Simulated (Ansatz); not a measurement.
# TiCl+ (triplet): wave-function methods side by side, def2-QZVPP

The task here is to estimate one member of a computed series from the others.

Method: def2-QZVPP, core rule «outside noble gas», up to 14 orbitals frozen; program: Ansatz 0.2.0, Gaussian basis.

Plan: UHF; ROHF; CCSD(T) on UHF.

## The geometry

The geometry is a PBE0/def2-TZVP stationary point (not a proven minimum) of the parent state, kept for this charge and spin.

2 atoms, charge 1, spin multiplicity 3.

Atoms are counted from 1 here; the program's logs count them from 0.

Bond lengths: Ti1–Cl2 2.611 Å.

Coordinates:

```xyz
2
ClTi
Ti    0.0000    0.0000    0.0000
Cl    0.0000    0.0000    2.6112
```

The first run:

Input file in.yaml:

```yaml
crystal:
  periodic: [false, false, false]
  atoms:
    - {symbol: Ti, position_ang: [0.000000, 0.000000, 0.000000]}
    - {symbol: Cl, position_ang: [0.000000, 0.000000, 2.611200]}
basis:
  gaussian: {orbitals: "def2-QZVPP.json"}
total_charge: 1
magnetization: {spin_polarized: true, initial_magnetization: 2}
hamiltonian: {xc: hf}
output: {orbitals: {seedname: orbitals}}
```

On the command line:

```console
> ansatz run in.yaml --threads 1 --pin off --events-out ev --progress --plain --max-ram 4096MiB --backend cpu
```

Among the steps run: UHF; ROHF; CCSD(T) on UHF.

One table of the session follows, with a row left open; its other results are not shown here.

```
  method  from UCCSD(T) (meV)
    ROHF              +7509.1
     UHF                    ?
    UMP2               +847.2
   UCCSD               +352.6
UCCSD(T)                    0
```

Q: Estimate the row for UHF from the others.

**Answer.** from UCCSD(T) (meV): +7356.0. In the column «from UCCSD(T) (meV)» it lies between UMP2 (+847.2) and ROHF (+7509.1).
